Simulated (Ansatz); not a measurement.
# CHFGa (quartet): from Hartree-Fock to the top rungs at a displaced geometry (v1), cc-pVDZ

How much of the correlation energy of CHFGa (quartet) does each wave-function method recover here?

Computed with Ansatz 0.2.0, Gaussian basis. Level: cc-pVDZ, core rule «outside noble gas», up to 16 orbitals frozen.

Plan: UHF; CCSD(T) on ROHF; CCSD(T) on UHF; BCCD(T) on ROHF; CISD as a restricted active space (open shells left free, so some higher excitations enter); CCSDT(Q) on ROHF; CCSDT(Q) on UHF.

33 further runs of the same task are left out: 15 that didn't finish, 18 set aside as unsound or not needed. Runs told in other sessions of the task aren't counted.

## (1) The system

The geometry is a PBE0/def2-TZVP stationary point (not a proven minimum) with its atoms shifted at random (size 0.040 Å). No spin-orbit coupling is included. The filled d shell of Ga may be among the frozen orbitals whatever the setting's name suggests.

4 atoms, charge 0, spin multiplicity 4.

Atoms are counted from 1 here; the program's logs count them from 0.

Bond lengths: C1–Ga2 1.932 Å, Ga2–F3 1.760 Å, Ga2–H4 1.546 Å. Angles: C1–Ga2–F3 117.3°, C1–Ga2–H4 126.4°, F3–Ga2–H4 116.3°.

In the tables R marks a restricted open-shell determinant and U an unrestricted one; energies count from the table's Hartree-Fock row.

## (2) UHF

in.yaml

```yaml
crystal:
  periodic: [false, false, false]
  atoms:
    - {symbol: C, position_ang: [-0.007679, -0.850118, 1.682051]}
    - {symbol: Ga, position_ang: [-0.008512, 0.267624, 0.105960]}
    - {symbol: F, position_ang: [0.039452, -0.540853, -1.456318]}
    - {symbol: H, position_ang: [-0.063325, 1.811928, 0.076663]}
basis:
  gaussian: {orbitals: cc-pVDZ}
magnetization: {spin_polarized: true, initial_magnetization: 3}
hamiltonian: {xc: hf}
output: {orbitals: {seedname: orbitals}}
```

Command:

```bash
$ ansatz run in.yaml --threads 1 --pin off --events-out ev --progress --plain --max-ram 2393MiB
```

The log of the run:

```text
Functional definition: HF
  name "HF"
  cite "Fock, Z. Phys. 61, 126 (1930) doi:10.1007/BF01340294"
  parent pbe
  exchange = exact_x
  correlation = 0
632 factors; integrals over basis functions are off by at most 7.9e-4 eV
mean field evaluation 1: about -56080.0696 eV, gradient 2.0e1 eV
mean field evaluation 2: about -56080.1064 eV, gradient 2.1e1 eV
mean field evaluation 4: about -56082.7365 eV, gradient 3.3e0 eV
mean field evaluation 8: about -56083.0407 eV, gradient 7.9e-1 eV
mean field -56083.06067606 eV, -2061.0144653815 hartree, gradient 5.1e-5 eV, S^2 3.754535; 0 other end points of the search recorded, 0 dependent functions left out
reference -56083.06067606 eV, -2061.0144653815 hartree; 25, 22 occupied and 35, 38 virtual orbitals, 632 factors
Total energy: -56083.06067606 eV, -2061.0144653815 hartree
```

It took 0.93 s on 1 thread of Arm Neoverse V1, shared host.

From the report: ⟨S²⟩ of the determinant 3.755 (pure quartet: 3.75).

## (3) CCSD(T) on ROHF

Edit in.yaml of step 2 so:

```diff
@@ -9,4 +9,4 @@
   gaussian: {orbitals: cc-pVDZ}
-magnetization: {spin_polarized: true, initial_magnetization: 3}
-hamiltonian: {xc: hf}
-output: {orbitals: {seedname: orbitals}}
+magnetization: {spin_polarized: false, initial_magnetization: 3}
+correlation: {method: ccsd_t, electrons: outside_noble_gas}
+output: {forces: true}
```

Launched as before.

The log of the run:

```text
Functional definition: HF
  name "HF"
  cite "Fock, Z. Phys. 61, 126 (1930) doi:10.1007/BF01340294"
  parent pbe
  exchange = exact_x
  correlation = 0
632 factors; integrals over basis functions are off by at most 7.9e-4 eV
mean field evaluation 1: about -56079.6278 eV, gradient 3.0e1 eV
mean field evaluation 2: about -56079.6552 eV, gradient 3.0e1 eV
mean field evaluation 4: about -56082.8012 eV, gradient 3.1e0 eV
mean field evaluation 8: about -56083.0037 eV, gradient 6.1e-1 eV
mean field evaluation 16: about -56083.0132 eV, gradient 1.7e-6 eV
mean field -56083.01318818 eV, -2061.0127202340 hartree, gradient 1.7e-6 eV, S^2 3.750000; 0 other end points of the search recorded, 0 dependent functions left out
mean field evaluation 32: about -56083.0407 eV, gradient 7.9e-1 eV
16 core orbitals not correlated, not the lowest: weight in the atoms' cores, before any rotation towards them, 0.950 or more for the frozen orbitals, at most 0.047 for the correlated occupied ones
reference -56083.01318818 eV, -2061.0127202340 hartree; 9, 6 occupied and 35, 38 virtual orbitals, 632 factors
second order -8.32289226 eV of doubles, -0.03022012 eV of singles
cycle   1  -8.68640780 eV  change   -3.3e-1 eV  update   8.7e-2
cycle   2  -8.93955667 eV  change   -2.5e-1 eV  update   3.2e-2
cycle   3  -9.04362513 eV  change   -1.0e-1 eV  update   2.2e-2
cycle   4  -9.04934952 eV  change   -5.7e-3 eV  update   8.7e-3
cycle   5  -9.04883273 eV  change    5.2e-4 eV  update   4.0e-3
cycle   6  -9.05074882 eV  change   -1.9e-3 eV  update   1.5e-3
cycle   7  -9.05106662 eV  change   -3.2e-4 eV  update   6.2e-4
cycle   8  -9.05109327 eV  change   -2.7e-5 eV  update   2.7e-4
cycle   9  -9.05118491 eV  change   -9.2e-5 eV  update   1.2e-4
cycle  10  -9.05115054 eV  change    3.4e-5 eV  update   4.6e-5
cycle  11  -9.05114341 eV  change    7.1e-6 eV  update   2.2e-5
cycle  12  -9.05114903 eV  change   -5.6e-6 eV  update   8.2e-6
cycle  13  -9.05114977 eV  change   -7.4e-7 eV  update   3.4e-6
cycle  14  -9.05115097 eV  change   -1.2e-6 eV  update   1.6e-6
perturbative correction -0.17230816 eV, -0.0063322081 hartree
the calculation of the forces begins
Total energy: -56092.23664731 eV, -2061.3516761052 hartree
Atom 0 at    -0.007679    -0.850118     1.682051 Å, force     0.009219    -0.369403     0.482964 eV/Å
Atom 1 at    -0.008512     0.267624     0.105960 Å, force    -0.027650     0.299345    -0.254666 eV/Å
Atom 2 at     0.039452    -0.540853    -1.456318 Å, force     0.020803    -0.259194    -0.299842 eV/Å
Atom 3 at    -0.063325     1.811928     0.076663 Å, force    -0.002372     0.329251     0.071544 eV/Å
Dipole moment:    -0.007548     0.294521     0.230053 e Å
```

Wall time 10 s (1 thread of Arm Neoverse V1, shared host).

From the report: correlation -9.2235 eV; T1 0.023; largest double amplitude 0.03.

## (4) CCSD(T) on UHF

Edit in.yaml of step 3 so:

```diff
@@ -9,3 +9,3 @@
   gaussian: {orbitals: cc-pVDZ}
-magnetization: {spin_polarized: false, initial_magnetization: 3}
+magnetization: {spin_polarized: true, initial_magnetization: 3}
 correlation: {method: ccsd_t, electrons: outside_noble_gas}
```

The command is unchanged.

The log of the run:

```text
Functional definition: HF
  name "HF"
  cite "Fock, Z. Phys. 61, 126 (1930) doi:10.1007/BF01340294"
  parent pbe
  exchange = exact_x
  correlation = 0
632 factors; integrals over basis functions are off by at most 7.9e-4 eV
mean field evaluation 1: about -56080.0696 eV, gradient 2.0e1 eV
mean field evaluation 2: about -56080.1064 eV, gradient 2.1e1 eV
mean field evaluation 4: about -56082.7365 eV, gradient 3.3e0 eV
mean field evaluation 8: about -56083.0407 eV, gradient 7.9e-1 eV
mean field evaluation 16: about -56083.0607 eV, gradient 1.6e-6 eV
mean field -56083.06067606 eV, -2061.0144653815 hartree, gradient 1.6e-6 eV, S^2 3.754535; 0 other end points of the search recorded, 0 dependent functions left out
16 core orbitals not correlated, not the lowest: weight in the atoms' cores, before any rotation towards them, 0.950 or more for the frozen orbitals, at most 0.047 for the correlated occupied ones
reference -56083.06067606 eV, -2061.0144653815 hartree; 9, 6 occupied and 35, 38 virtual orbitals, 632 factors
second order -8.31187635 eV of doubles, -0.00000000 eV of singles
cycle   1  -8.63619034 eV  change   -3.2e-1 eV  update   8.7e-2
cycle   2  -8.88913349 eV  change   -2.5e-1 eV  update   3.3e-2
cycle   3  -8.99834514 eV  change   -1.1e-1 eV  update   2.2e-2
cycle   4  -9.00481240 eV  change   -6.5e-3 eV  update   8.8e-3
cycle   5  -9.00407715 eV  change    7.4e-4 eV  update   3.9e-3
cycle   6  -9.00593188 eV  change   -1.9e-3 eV  update   1.5e-3
cycle   7  -9.00620007 eV  change   -2.7e-4 eV  update   6.3e-4
cycle   8  -9.00620542 eV  change   -5.3e-6 eV  update   2.7e-4
cycle   9  -9.00629551 eV  change   -9.0e-5 eV  update   1.2e-4
cycle  10  -9.00626211 eV  change    3.3e-5 eV  update   4.6e-5
cycle  11  -9.00625483 eV  change    7.3e-6 eV  update   2.2e-5
cycle  12  -9.00626111 eV  change   -6.3e-6 eV  update   8.3e-6
cycle  13  -9.00626206 eV  change   -9.5e-7 eV  update   3.5e-6
cycle  14  -9.00626347 eV  change   -1.4e-6 eV  update   1.7e-6
perturbative correction -0.17201216 eV, -0.0063213302 hartree
the calculation of the forces begins
Total energy: -56092.23895169 eV, -2061.3517607896 hartree
Atom 0 at    -0.007679    -0.850118     1.682051 Å, force     0.009213    -0.367108     0.479866 eV/Å
Atom 1 at    -0.008512     0.267624     0.105960 Å, force    -0.027637     0.296960    -0.251532 eV/Å
Atom 2 at     0.039452    -0.540853    -1.456318 Å, force     0.020802    -0.259177    -0.299920 eV/Å
Atom 3 at    -0.063325     1.811928     0.076663 Å, force    -0.002378     0.329326     0.071586 eV/Å
Dipole moment:    -0.007551     0.294731     0.229834 e Å
```

Run time: 9.5 s. Hardware: 1 thread of Arm Neoverse V1, shared host.

From the report: ⟨S²⟩ of the determinant 3.755 (pure quartet: 3.75); correlation -9.1783 eV; T1 0.022; largest double amplitude 0.03.

## (5) BCCD(T) on ROHF

Edit in.yaml of step 4 so:

```diff
@@ -9,4 +9,3 @@
   gaussian: {orbitals: cc-pVDZ}
-magnetization: {spin_polarized: true, initial_magnetization: 3}
-correlation: {method: ccsd_t, electrons: outside_noble_gas}
-output: {forces: true}
+magnetization: {spin_polarized: false, initial_magnetization: 3}
+correlation: {method: bccd_t, electrons: outside_noble_gas}
```

The command is unchanged.

The log of the run:

```text
Functional definition: HF
  name "HF"
  cite "Fock, Z. Phys. 61, 126 (1930) doi:10.1007/BF01340294"
  parent pbe
  exchange = exact_x
  correlation = 0
632 factors; integrals over basis functions are off by at most 7.9e-4 eV
mean field evaluation 1: about -56079.6278 eV, gradient 3.0e1 eV
mean field evaluation 2: about -56079.6552 eV, gradient 3.0e1 eV
mean field evaluation 4: about -56082.8012 eV, gradient 3.1e0 eV
mean field evaluation 8: about -56083.0037 eV, gradient 6.1e-1 eV
mean field evaluation 16: about -56083.0132 eV, gradient 1.7e-6 eV
mean field -56083.01318818 eV, -2061.0127202340 hartree, gradient 1.7e-6 eV, S^2 3.750000; 0 other end points of the search recorded, 0 dependent functions left out
mean field evaluation 32: about -56083.0407 eV, gradient 7.9e-1 eV
16 core orbitals not correlated, not the lowest: weight in the atoms' cores, before any rotation towards them, 0.950 or more for the frozen orbitals, at most 0.047 for the correlated occupied ones
reference -56083.01318818 eV, -2061.0127202340 hartree; 9, 6 occupied and 35, 38 virtual orbitals, 632 factors
second order -8.32289226 eV of doubles, -0.03022012 eV of singles
cycle   1  -8.68909955 eV  change   -3.4e-1 eV  update   8.7e-2
cycle   2  -8.93491977 eV  change   -2.5e-1 eV  update   3.5e-2
cycle   3  -9.03423620 eV  change   -9.9e-2 eV  update   2.3e-2
cycle   4  -9.02965083 eV  change    4.6e-3 eV  update   1.0e-2
cycle   5  -9.02602922 eV  change    3.6e-3 eV  update   4.7e-3
cycle   6  -9.02748954 eV  change   -1.5e-3 eV  update   1.7e-3
cycle   7  -9.02780645 eV  change   -3.2e-4 eV  update   7.5e-4
cycle   8  -9.02789478 eV  change   -8.8e-5 eV  update   3.1e-4
cycle   9  -9.02796575 eV  change   -7.1e-5 eV  update   1.3e-4
cycle  10  -9.02790561 eV  change    6.0e-5 eV  update   5.2e-5
cycle  11  -9.02789289 eV  change    1.3e-5 eV  update   2.6e-5
cycle  12  -9.02790485 eV  change   -1.2e-5 eV  update   1.0e-5
cycle  13  -9.02790536 eV  change   -5.1e-7 eV  update   4.3e-6
perturbative correction -0.20116290 eV, -0.0073926000 hartree
Total energy: -56092.24225644 eV, -2061.3518822367 hartree
```

Wall time 4 s (1 thread of Arm Neoverse V1, shared host).

From the report: correlation -9.2291 eV; largest double amplitude 0.03.

## (6) CISD as a restricted active space (open shells left free, so some higher excitations enter)

Edit in.yaml of step 5 so:

```diff
@@ -10,2 +10,2 @@
 magnetization: {spin_polarized: false, initial_magnetization: 3}
-correlation: {method: bccd_t, electrons: outside_noble_gas}
+correlation: {active_space: {ras: {orbitals: [6, 3, 35], electrons: 15, max_holes: 2, max_particles: 2}, fixed_orbitals: true}}
```

Same command.

The log of the run:

```text
Functional definition: HF
  name "HF"
  cite "Fock, Z. Phys. 61, 126 (1930) doi:10.1007/BF01340294"
  parent pbe
  exchange = exact_x
  correlation = 0
632 factors; integrals over basis functions are off by at most 7.9e-4 eV
mean field evaluation 1: about -56079.6278 eV, gradient 3.0e1 eV
mean field evaluation 2: about -56079.6552 eV, gradient 3.0e1 eV
mean field evaluation 4: about -56082.8012 eV, gradient 3.1e0 eV
mean field evaluation 8: about -56083.0037 eV, gradient 6.1e-1 eV
mean field evaluation 16: about -56083.0132 eV, gradient 1.7e-6 eV
mean field -56083.01318818 eV, -2061.0127202340 hartree, gradient 1.7e-6 eV, S^2 3.750000; 0 other end points of the search recorded, 0 dependent functions left out
reference -56083.01318818 eV, -2061.0127202340 hartree; 25, 22 occupied and 35, 38 virtual orbitals, 632 factors
state -56090.13050793 eV, -2061.2742769104 hartree
Total energy: -56090.13050793 eV, -2061.2742769104 hartree
```

Wall time 24 s (1 thread of Arm Neoverse V1, shared host).

From the report: 579,664 determinants.

## (7) CCSDT(Q) on ROHF

Edit in.yaml of step 6 so:

```diff
@@ -10,2 +10,2 @@
 magnetization: {spin_polarized: false, initial_magnetization: 3}
-correlation: {active_space: {ras: {orbitals: [6, 3, 35], electrons: 15, max_holes: 2, max_particles: 2}, fixed_orbitals: true}}
+correlation: {method: ccsdt_q, electrons: outside_noble_gas}
```

The command is unchanged.

The log of the run:

```text
Functional definition: HF
  name "HF"
  cite "Fock, Z. Phys. 61, 126 (1930) doi:10.1007/BF01340294"
  parent pbe
  exchange = exact_x
  correlation = 0
1151 factors; integrals over basis functions are off by at most 1.6e-7 eV
mean field evaluation 1: about -56079.6447 eV, gradient 3.0e1 eV
mean field evaluation 2: about -56079.6579 eV, gradient 3.0e1 eV
mean field evaluation 4: about -56082.8102 eV, gradient 3.2e0 eV
mean field evaluation 8: about -56083.0121 eV, gradient 2.4e-1 eV
mean field evaluation 16: about -56081.8150 eV, gradient 2.3e1 eV
mean field -56083.01342444 eV, -2061.0127289165 hartree, gradient 3.0e-6 eV, S^2 3.750000; 0 other end points of the search recorded, 0 dependent functions left out
mean field evaluation 32: about -56083.0609 eV, gradient 1.6e-3 eV
16 core orbitals not correlated, not the lowest: weight in the atoms' cores, before any rotation towards them, 0.950 or more for the frozen orbitals, at most 0.047 for the correlated occupied ones
reference -56083.01342444 eV, -2061.0127289165 hartree; 9, 6 occupied and 35, 38 virtual orbitals, 1151 factors
second order -8.32292900 eV of doubles, -0.03022034 eV of singles
cycle   1  -8.68643254 eV  change   -3.3e-1 eV  update   9.4e-2
cycle   2  -8.99632470 eV  change   -3.1e-1 eV  update   5.2e-2
cycle   3  -9.22813561 eV  change   -2.3e-1 eV  update   2.9e-2
cycle   4  -9.24889465 eV  change   -2.1e-2 eV  update   1.3e-2
cycle   5  -9.24432197 eV  change    4.6e-3 eV  update   8.3e-3
cycle   6  -9.24722956 eV  change   -2.9e-3 eV  update   3.6e-3
cycle   7  -9.24976643 eV  change   -2.5e-3 eV  update   2.1e-3
cycle   8  -9.24962422 eV  change    1.4e-4 eV  update   1.0e-3
cycle   9  -9.24942810 eV  change    2.0e-4 eV  update   6.0e-4
cycle  10  -9.25001210 eV  change   -5.8e-4 eV  update   3.2e-4
cycle  11  -9.24976803 eV  change    2.4e-4 eV  update   1.8e-4
cycle  12  -9.24978372 eV  change   -1.6e-5 eV  update   9.6e-5
cycle  13  -9.24979899 eV  change   -1.5e-5 eV  update   4.5e-5
cycle  14  -9.24979847 eV  change    5.2e-7 eV  update   2.6e-5
cycle  15  -9.24978042 eV  change    1.8e-5 eV  update   1.8e-5
cycle  16  -9.24977780 eV  change    2.6e-6 eV  update   7.8e-6
cycle  17  -9.24977941 eV  change   -1.6e-6 eV  update   4.8e-6
cycle  18  -9.24977822 eV  change    1.2e-6 eV  update   2.9e-6
cycle  19  -9.24977782 eV  change    3.9e-7 eV  update   1.6e-6
perturbative correction -0.01733871 eV, -0.0006371858 hartree
Total energy: -56092.28054098 eV, -2061.3532891676 hartree
```

It took 3.7 min on 1 thread of Arm Neoverse V1, shared host; peak memory 1.1 GiB.

From the report: correlation -9.2671 eV; T1 0.023; largest double amplitude 0.03.

## (8) CCSDT(Q) on UHF

Edit in.yaml of step 7 so:

```diff
@@ -9,3 +9,3 @@
   gaussian: {orbitals: cc-pVDZ}
-magnetization: {spin_polarized: false, initial_magnetization: 3}
+magnetization: {spin_polarized: true, initial_magnetization: 3}
 correlation: {method: ccsdt_q, electrons: outside_noble_gas}
```

Same command.

The log of the run:

```text
Functional definition: HF
  name "HF"
  cite "Fock, Z. Phys. 61, 126 (1930) doi:10.1007/BF01340294"
  parent pbe
  exchange = exact_x
  correlation = 0
1151 factors; integrals over basis functions are off by at most 1.6e-7 eV
mean field evaluation 1: about -56080.0936 eV, gradient 2.0e1 eV
mean field evaluation 2: about -56080.1071 eV, gradient 2.0e1 eV
mean field evaluation 4: about -56082.7433 eV, gradient 3.3e0 eV
mean field evaluation 8: about -56083.0600 eV, gradient 1.8e-1 eV
mean field evaluation 16: about -56082.9511 eV, gradient 1.6e0 eV
mean field -56083.06091286 eV, -2061.0144740836 hartree, gradient 1.5e-6 eV, S^2 3.754536; 0 other end points of the search recorded, 0 dependent functions left out
16 core orbitals not correlated, not the lowest: weight in the atoms' cores, before any rotation towards them, 0.950 or more for the frozen orbitals, at most 0.047 for the correlated occupied ones
reference -56083.06091286 eV, -2061.0144740836 hartree; 9, 6 occupied and 35, 38 virtual orbitals, 1151 factors
second order -8.31191275 eV of doubles, -0.00000000 eV of singles
cycle   1  -8.63621457 eV  change   -3.2e-1 eV  update   9.4e-2
cycle   2  -8.94534069 eV  change   -3.1e-1 eV  update   5.2e-2
cycle   3  -9.18349207 eV  change   -2.4e-1 eV  update   2.9e-2
cycle   4  -9.20501962 eV  change   -2.2e-2 eV  update   1.3e-2
cycle   5  -9.19920689 eV  change    5.8e-3 eV  update   8.4e-3
cycle   6  -9.20195258 eV  change   -2.7e-3 eV  update   3.6e-3
cycle   7  -9.20445877 eV  change   -2.5e-3 eV  update   2.1e-3
cycle   8  -9.20431580 eV  change    1.4e-4 eV  update   1.0e-3
cycle   9  -9.20412907 eV  change    1.9e-4 eV  update   6.1e-4
cycle  10  -9.20473197 eV  change   -6.0e-4 eV  update   3.2e-4
cycle  11  -9.20448514 eV  change    2.5e-4 eV  update   1.8e-4
cycle  12  -9.20450138 eV  change   -1.6e-5 eV  update   9.6e-5
cycle  13  -9.20451896 eV  change   -1.8e-5 eV  update   4.5e-5
cycle  14  -9.20451726 eV  change    1.7e-6 eV  update   2.6e-5
cycle  15  -9.20449942 eV  change    1.8e-5 eV  update   1.8e-5
cycle  16  -9.20449672 eV  change    2.7e-6 eV  update   7.8e-6
cycle  17  -9.20449814 eV  change   -1.4e-6 eV  update   4.8e-6
cycle  18  -9.20449690 eV  change    1.2e-6 eV  update   2.9e-6
cycle  19  -9.20449650 eV  change    4.0e-7 eV  update   1.6e-6
perturbative correction -0.02029321 eV, -0.0007457616 hartree
Total energy: -56092.28570256 eV, -2061.3534788524 hartree
```

It took 3.2 min on 1 thread of Arm Neoverse V1, shared host; peak memory 0.9 GiB.

From the report: ⟨S²⟩ of the determinant 3.755 (pure quartet: 3.75); correlation -9.2248 eV; T1 0.023; largest double amplitude 0.03.

## (9) Misses and costs

The yardstick is UCCSDT(Q), where the cluster series has nearly closed. Rows without a time are mean-field rows or come out of runs for another level: lower rungs of the coupled-cluster runs, or the Hartree-Fock search. The times of RCCSD(T), UCCSD(T) include forces.

Differences are taken before rounding.

```tsv
method	energy from the lowest ROHF (meV)	from UCCSDT(Q) (meV)	time
ROHF	0.0	+9272.5	
UHF	-47.5	+9225.0	
RMP2	-8353.1	+919.4	
UMP2	-8359.4	+913.2	
RCCSD	-9051.2	+221.4	
UCCSD	-9053.8	+218.8	
RCCSD(T)	-9223.5	+49.1	10 s
UCCSD(T)	-9225.8	+46.8	9.5 s
BCCD(T)	-9229.1	+43.4	4 s
RCCSDT	-9250.0	+22.5	
UCCSDT	-9252.2	+20.3	
RCCSDT(Q)	-9267.4	+5.2	3.7 min
UCCSDT(Q)	-9272.5	0	3.2 min
```

Among the levels timed on like hardware and quicker than the yardstick, those that no quicker one beats, quickest first: BCCD(T) (4 s, +43.4 meV).

Not comparable, so not listed: CISD as a restricted active space (open shells left free, so some higher excitations enter) (they don't share determinant, frozen orbitals or solution with the rows shown, or repeat one).

## (10) What came out

| quantity | value |
| --- | --- |
| UCCSDT(Q) from the ROHF energy | -9.2725 eV |
| RMP2 from UCCSDT(Q) | +919.4 meV |
| UMP2 from UCCSDT(Q) | +913.2 meV |
| RCCSD from UCCSDT(Q) | +221.4 meV |
| RCCSD(T) from UCCSDT(Q) | +49.1 meV |
| UCCSD(T) from UCCSDT(Q) | +46.8 meV |
| RCCSDT(Q) from UCCSDT(Q) | +5.2 meV |
| levels within 1 kcal/mol (43 meV) | RCCSDT, UCCSDT, RCCSDT(Q) |
| T1 diagnostic | 0.023 |

In words: RCCSD(T) lands +49.1 meV from the yardstick (0.5 % of the correlation energy). These misses are within one basis, not against nature; the frozen cores of restricted and unrestricted runs differ, which can shift their rows.

BCCD(T) reaches 43.4 meV from the reference in 4 s, where UCCSDT(Q) took 3.2 min.
